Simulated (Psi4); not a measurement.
**C2H5AlO (SMILES [CH3][Al]1[CH2][O]1) at PBE0/6-31G(d) (spherical functions)**

Aim: the vertical ionisation energy of C2H5AlO at PBE0/6-31G* (spherical functions), from 2 runs. 

The calculation is run with Psi4 1.11.

1 further run of the same task is left out (set aside as unsound or not needed).

**1. The structure to begin with**

C2H5AlO has 9 atoms, charge 0, and is taken as a singlet. As SMILES, `[CH3][Al]1[CH2][O]1`. The shape is that of a PBE0-D4/def2-TZVP optimisation.

Bond lengths: C1–Al2 1.934 Å, Al2–C3 1.883 Å, Al2–O4 1.707 Å, C3–O4 1.488 Å, C1–H5 1.093 Å, C1–H6 1.091 Å, C1–H7 1.094 Å, C3–H8 1.091 Å, C3–H9 1.091 Å. Some angles: C1–Al2–C3 171.7°, C1–Al2–O4 139.6°, C3–Al2–O4 48.7°, Al2–C3–O4 59.5°, Al2–O4–C3 71.8°, Al2–C1–H5 110.3°, Al2–C1–H6 112.2°, Al2–C1–H7 110.1°, Al2–C3–H8 123.8°, Al2–C3–H9 123.8°.

**2. Energy and forces at PBE0/6-31G(d) (spherical functions)**

c2h5alo.py reads:

```python
import psi4

psi4.set_memory(2200000000)
psi4.set_num_threads(1)
psi4.set_output_file('output.dat', False)

mol = psi4.geometry("""
0 1
C     -0.670900     1.320200    -1.081500
Al     0.051300    -0.076700     0.044200
C      0.678700    -1.280200     1.349300
O      0.789300    -1.609500    -0.097900
H      0.039700     1.575000    -1.872100
H     -0.900200     2.226000    -0.517500
H     -1.591200     0.976800    -1.562100
H      0.038500    -1.980500     1.887700
H      1.653200    -1.197400     1.832800
units angstrom
symmetry c1
""")

psi4.set_options(dict(puream=True, e_convergence=1e-09, d_convergence=1e-08, scf_type='pk', dft_radial_points=99, dft_spherical_points=590))

e_tot = psi4.gradient("pbe0/6-31G*", molecule=mol)
print('gradient / Eh bohr^-1')
print(e_tot.np.round(6))
```

On the command line:

```
$ python c2h5alo.py
```

output.dat:

```text
[...]
  Running in c1 symmetry.
[...]
  Nuclear repulsion =  145.500629802387095
[...]
  Multiplicity = 1
[...]
  Nalpha       = 19
  Nbeta        = 19
[...]
    Number of basis functions: 70
[...]
   @RKS iter   1:  -396.11257350152374   -3.36412e-01   1.29850e-02 DIIS/ADIIS
[...]
   @RKS iter  12:  -396.53383873159817   -3.75167e-12   4.67910e-09 DIIS
[...]
    Orbital Energies [Eh]
    ---------------------
    Doubly Occupied:
       1A    -56.142663     2A    -19.178543     3A    -10.238204
       4A    -10.226369     5A     -4.173889     6A     -2.707213
       7A     -2.702053     8A     -2.699519     9A     -0.975358
      10A     -0.722633    11A     -0.629853    12A     -0.432993
      13A     -0.430167    14A     -0.427752    15A     -0.423339
      16A     -0.388652    17A     -0.332387    18A     -0.265395
      19A     -0.221651
[...]
  @RKS Final Energy:  -396.53383873159817
   => Energetics <=
    Nuclear Repulsion Energy =            145.5006298023870954
    One-Electron Energy =                -836.0183737401447388
    Two-Electron Energy =                 324.0769864454256890
    DFT Exchange-Correlation Energy =     -30.0930812392662439
    Empirical Dispersion Energy =           0.0000000000000000
    VV10 Nonlocal Energy =                  0.0000000000000000
    Total Energy =                       -396.5338387315981663
[...]
 Multipole Moments:
 ------------------------------------------------------------------------------------
     Multipole            Electronic (a.u.)      Nuclear  (a.u.)        Total (a.u.)
 ------------------------------------------------------------------------------------
 L = 1.  Multiply by 2.5417464519 to convert [e a0] to [Debye]
 Dipole X            :          0.9072430           -1.4534531           -0.5462102
 Dipole Y            :         -1.7923243            2.9078582            1.1155339
 Dipole Z            :          0.3043452           -0.3945048           -0.0901596
 Magnitude           :                                                    1.2453474
[...]
  -Total Gradient:
     Atom            X                  Y                   Z
    ------   -----------------  -----------------  -----------------
       1        0.000225127788    -0.000309996308     0.000948868110
       2        0.004259851538    -0.008954117138     0.000237471563
       3       -0.001151688712     0.002285795044    -0.000960866547
       4       -0.003736248102     0.007671788636    -0.000536277536
       5       -0.000822078356    -0.000815769671     0.001585774071
       6        0.000407183015    -0.001651119031    -0.000880141850
       7        0.001620406616     0.000146271891     0.001122878142
       8        0.000814094066     0.001393694720    -0.000798673532
       9       -0.001599520795     0.000195529356    -0.000705886244
[...]
```

The script printed:

```text
gradient / Eh bohr^-1
[[ 0.000225 -0.00031   0.000949]
 [ 0.00426  -0.008954  0.000237]
 [-0.001152  0.002286 -0.000961]
 [-0.003736  0.007672 -0.000536]
 [-0.000822 -0.000816  0.001586]
 [ 0.000407 -0.001651 -0.00088 ]
 [ 0.00162   0.000146  0.001123]
 [ 0.000814  0.001394 -0.000799]
 [-0.0016    0.000196 -0.000706]]
```

It took 34 s on 1 thread of AMD EPYC 7R43 (Zen 3), shared host; peak memory 1.1 GiB.

**3. The doublet cation, same level**

job.inp reads:

```
memory 2200 mb

molecule molecule1 {
  1 2
  C     -0.670900     1.320200    -1.081500
  Al     0.051300    -0.076700     0.044200
  C      0.678700    -1.280200     1.349300
  O      0.789300    -1.609500    -0.097900
  H      0.039700     1.575000    -1.872100
  H     -0.900200     2.226000    -0.517500
  H     -1.591200     0.976800    -1.562100
  H      0.038500    -1.980500     1.887700
  H      1.653200    -1.197400     1.832800
  symmetry c1
}

set basis 6-31G*
set reference uks
set puream true
set e_convergence 1e-09
set d_convergence 1e-08
set scf_type pk
set dft_radial_points 99
set dft_spherical_points 590
set maxiter 100

result, w = gradient('pbe0', return_wfn=True)
```

On the command line:

```
$ psi4 job.inp job.out -n 1
```

job.out (excerpt; [...] marks lines left out):

```text
[...]
  Running in c1 symmetry.
[...]
  Nuclear repulsion =  145.500629802387095
[...]
  Multiplicity = 2
[...]
  Nalpha       = 19
  Nbeta        = 18
[...]
    Number of basis functions: 70
[...]
   @UKS iter   1:  -395.96801394520691   -1.91852e-01   1.02035e-02 ADIIS/DIIS
[...]
   @UKS iter  14:  -396.22811435661851   -4.03588e-12   6.52432e-09 DIIS
[...]
   @S^2 Observed:                7.547177414E-01
[...]
  @UKS Final Energy:  -396.22811435661851
   => Energetics <=
    Nuclear Repulsion Energy =            145.5006298023870954
    One-Electron Energy =                -826.2800729927391785
    Two-Electron Energy =                 314.3930097433491255
    DFT Exchange-Correlation Energy =     -29.8416809096155049
    Empirical Dispersion Energy =           0.0000000000000000
    VV10 Nonlocal Energy =                  0.0000000000000000
    Total Energy =                       -396.2281143566185051
[...]
 Multipole Moments:
 ------------------------------------------------------------------------------------
     Multipole            Electronic (a.u.)      Nuclear  (a.u.)        Total (a.u.)
 ------------------------------------------------------------------------------------
 L = 1.  Multiply by 2.5417464519 to convert [e a0] to [Debye]
 Dipole X            :          1.1690921           -1.4534531           -0.2843611
 Dipole Y            :         -2.2630907            2.9078582            0.6447675
 Dipole Z            :          1.2864176           -0.3945048            0.8919129
 Magnitude           :                                                    1.1367036
[...]
  -Total Gradient:
     Atom            X                  Y                   Z
    ------   -----------------  -----------------  -----------------
       1        0.001290242990    -0.001698663561    -0.007088196776
       2        0.028874287606    -0.055927277379     0.056989066561
       3       -0.039368985256     0.082137470025     0.014351874493
       4        0.000881198815    -0.006114466349    -0.061537634807
       5       -0.004324163484     0.001514789177    -0.000053348046
       6        0.000487501161    -0.002063768032    -0.000949222149
       7        0.002022857186     0.003031541141    -0.000816756617
       8        0.012440044116    -0.006882616926    -0.000695431408
       9       -0.002286075317    -0.014034274161    -0.000188600993
[...]
```

Run time: 56 s. Hardware: 1 thread of AMD EPYC 7R43 (Zen 3), shared host; peak memory 1.1 GiB.

**4. Results**

Level: PBE0/6-31G* (spherical functions).

```
                                          quantity          value
                     singlet C2H5AlO: total energy  -396.53384 Eh
                    singlet C2H5AlO: dipole moment         3.17 D
                      singlet C2H5AlO: HOMO energy       -6.03 eV
                      singlet C2H5AlO: LUMO energy       -0.37 eV
                    singlet C2H5AlO: HOMO–LUMO gap        5.67 eV
         singlet C2H5AlO: largest force on an atom     0.510 eV/Å
                      doublet cation: total energy  -396.22811 Eh
doublet cation: HOMO energy (highest over α and β)      -14.53 eV
 doublet cation: LUMO energy (lowest over α and β)      -10.61 eV
                              doublet cation: ⟨S²⟩          0.755
          doublet cation: largest force on an atom     4.742 eV/Å
vertical ionisation energy (to the doublet cation)       8.319 eV
```

**Reading.** Removing an electron at fixed nuclei costs 8.32 eV (803 kJ/mol). The largest force (singlet C2H5AlO) is 0.51 eV/Å: the shape isn't a stationary point for this species at this level. −ε(HOMO) before ionisation, 6.03 eV, is 2.29 eV below this ionisation energy.
